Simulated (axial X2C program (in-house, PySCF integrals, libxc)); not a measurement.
# EuNC: the levels of the configuration f6 s2

Which Ω levels does EuNC have in the configuration f6 s2, and how far apart?

Method: two-component X2C, average-of-configuration Hartree–Fock and CI in the open shells; program: an in-house X2C program for linear molecules on PySCF integrals.

All values are calculated.

**1. Set-up**

File task.json:

```json
{
 "zs": [
  63,
  7,
  6
 ],
 "q": 0,
 "bas": [
  "dyall-v3z",
  "dyall-av3z",
  "dyall-v3z"
 ],
 "r0": 2.24,
 "metal": 0,
 "shells": [
  [
   3,
   [
    0,
    1,
    2,
    3
   ],
   6
  ],
  [
   0,
   [
    0
   ],
   2
  ]
 ],
 "fix": 0,
 "emax": 2.2,
 "nroots": 4,
 "r2": 1.17
}
```

Keys: zs atomic numbers; q charge; bas basis sets; r0 starting distance in Å; metal index of the metal atom; shells open shells as [l, |m| values, electrons]; fix electron count of the first shell held; emax energy window in eV; nroots roots for each Ω; r2 second bond in Å, held.

Command:

```bash
python soci.py task.json out
```

Two-component X2C with atomic mean-field Coulomb and Gaunt terms, basis Eu dyall-v3z, N dyall-av3z, C dyall-v3z (cores contracted in-house). Orbitals come from Hartree–Fock averaged over the configuration Eu f6 s2; CI then distributes these electrons over the f, s shells of Eu.

**2. CI at Eu–N–C held linear, bonds 2.221 and 1.170 Å (the second held)**

Output:

```text
average of configuration f6 s2
basis functions 282  fitting functions 1438
iter      average energy  largest gradient
   1     -10924.699154084   1.06e+01
   2     -10927.176129649   5.92e+00
   3     -10927.883739304   7.48e-01
   4     -10927.975909700   5.05e-01
   5     -10927.996658245   8.29e-02
   6     -10927.997865552   1.82e-02
   7     -10927.998074265   1.03e-02
   8     -10927.998103254   5.53e-03
   9     -10927.998110223   7.05e-04
  10     -10927.998110998   6.12e-04
  11     -10927.998111169   1.23e-04
  12     -10927.998111194   8.28e-05
  13     -10927.998111199   1.10e-05
converged
CI levels
2*Omega        energy/Eh    cm-1   g(par)  dipole/D  leading shell counts
    0    -10928.35274442        0   0.000   -4.375  {'6 2': 1.0}
    2    -10928.35184742      197   3.939   -4.376  {'6 2': 1.0}
    4    -10928.34928761      759   7.477   -4.380  {'6 2': 1.0}
    0    -10928.34781762     1081   0.000   -4.352  {'6 2': 1.0}
    2    -10928.34632297     1409   3.651   -4.353  {'6 2': 1.0}
    6    -10928.34507202     1684  10.701   -4.382  {'6 2': 1.0}
    0    -10928.34491611     1718   0.000   -4.358  {'6 2': 1.0}
    4    -10928.34321522     2091   6.486   -4.356  {'6 2': 1.0}
    2    -10928.34241787     2266   3.141   -4.362  {'6 2': 1.0}
    0    -10928.34165363     2434   0.000   -4.351  {'6 2': 1.0}
    6    -10928.33906581     3002   9.318   -4.372  {'6 2': 1.0}
    8    -10928.33863863     3096  13.078   -4.355  {'6 2': 1.0}
    4    -10928.33856222     3113   6.372   -4.363  {'6 2': 1.0}
    0    -10928.33829598     3171   0.000   -4.362  {'6 2': 1.0}
    2    -10928.33812789     3208   2.526   -4.353  {'6 2': 1.0}
    0    -10928.33408324     4096   0.000   -4.353  {'6 2': 1.0}
    4    -10928.33407341     4098   5.168   -4.366  {'6 2': 1.0}
    6    -10928.33326648     4275   8.312   -4.358  {'6 2': 1.0}
    8    -10928.33236913     4472  11.907   -4.352  {'6 2': 1.0}
   10    -10928.33157709     4646  15.531   -4.351  {'6 2': 1.0}
    0    -10928.33076949     4823   0.000   -4.370  {'6 2': 1.0}
    6    -10928.32768404     5500   7.622   -4.351  {'6 2': 1.0}
    8    -10928.32637792     5787  10.959   -4.350  {'6 2': 1.0}
   10    -10928.32510640     6066  14.414   -4.349  {'6 2': 1.0}
   12    -10928.32387521     6336  17.961   -4.349  {'6 2': 1.0}
```

Dipoles in the output refer to the first atom as origin.

It took 7.7 s on 1 thread of Intel Xeon Platinum 8259CL at 2.50GHz (Skylake/Cascade Lake), shared host; peak memory 0.51 GiB.

Active spinors (ω > 0; filled shells left out):

| shell | ω | ε (eV) | character |
| --- | --- | --- | --- |
| f | 5/2 | -4.81 | 100% Eu f |
| f | 3/2 | -4.71 | 100% Eu f |
| f | 1/2 | -4.63 | 100% Eu f |
| f | 7/2 | -4.28 | 100% Eu f |
| f | 5/2 | -4.19 | 100% Eu f |
| f | 3/2 | -4.13 | 100% Eu f |
| f | 1/2 | -4.07 | 99% Eu f |

The levels:

| Ω | energy (cm⁻¹) | g∥ | μ (D) | configuration |
| --- | --- | --- | --- | --- |
| 0 | 0 | 0.00 | -4.37 | 100% f6 s2 |
| 1 | 197 | 3.94 | -4.38 | 100% f6 s2 |
| 2 | 759 | 7.48 | -4.38 | 100% f6 s2 |
| 0 | 1081 | 0.00 | -4.35 | 100% f6 s2 |
| 1 | 1409 | 3.65 | -4.35 | 100% f6 s2 |
| 3 | 1684 | 10.70 | -4.38 | 100% f6 s2 |
| 0 | 1718 | 0.00 | -4.36 | 100% f6 s2 |
| 2 | 2091 | 6.49 | -4.36 | 100% f6 s2 |
| 1 | 2266 | 3.14 | -4.36 | 100% f6 s2 |
| 0 | 2434 | 0.00 | -4.35 | 100% f6 s2 |
| 3 | 3002 | 9.32 | -4.37 | 100% f6 s2 |
| 4 | 3096 | 13.08 | -4.35 | 100% f6 s2 |
| 2 | 3113 | 6.37 | -4.36 | 100% f6 s2 |
| 0 | 3171 | 0.00 | -4.36 | 100% f6 s2 |
| 1 | 3208 | 2.53 | -4.35 | 100% f6 s2 |
| 0 | 4096 | 0.00 | -4.35 | 100% f6 s2 |
| 2 | 4098 | 5.17 | -4.37 | 100% f6 s2 |
| 3 | 4275 | 8.31 | -4.36 | 100% f6 s2 |
| 4 | 4472 | 11.91 | -4.35 | 100% f6 s2 |
| 5 | 4646 | 15.53 | -4.35 | 100% f6 s2 |

g∥ is the magnitude of 2⟨Lz + ge Sz⟩ for the +Ω component. μ is positive if the C end is positive.

**3. The same at Eu–N–C held linear, bonds 2.621 and 1.170 Å (the second held)**

| Ω | energy (cm⁻¹) | g∥ | μ (D) | configuration |
| --- | --- | --- | --- | --- |
| 0 | 0 | 0.00 | -7.27 | 100% f6 s2 |
| 1 | 211 | 3.91 | -7.27 | 100% f6 s2 |
| 2 | 797 | 7.31 | -7.27 | 100% f6 s2 |
| 0 | 924 | 0.00 | -7.26 | 100% f6 s2 |
| 1 | 1280 | 3.55 | -7.26 | 100% f6 s2 |
| 0 | 1564 | 0.00 | -7.26 | 100% f6 s2 |
| 3 | 1727 | 10.36 | -7.27 | 100% f6 s2 |
| 2 | 1994 | 6.49 | -7.27 | 100% f6 s2 |
| 1 | 2162 | 3.01 | -7.27 | 100% f6 s2 |
| 0 | 2265 | 0.00 | -7.26 | 100% f6 s2 |

**4. Results**

| quantity | value |
| --- | --- |
| lowest level of the model | Ω = 0, g∥ = 0.00, 100% f6 s2 |
| next level | Ω = 1, 197 cm⁻¹ higher |

What this shows: From 2.221 to 2.621 Å the gap from the lowest to the fifth level goes from 1409 to 1280 cm⁻¹. There is no dynamic correlation: spin–orbit spacings and, for f shells, spacings inside one term are the most reliable numbers, splittings between terms come out too wide, and energies between configurations are not reliable, so the lowest level need not be the ground state of the molecule. At most 4 roots were kept for each Ω > 0 (twice that for Ω = 0) within 2.2 eV of the lowest, so higher up levels can be missing between those listed; levels with Ω > 0 are doubly degenerate and listed once, Ω = 0 levels singly. The molecule was held linear; bending was not examined.
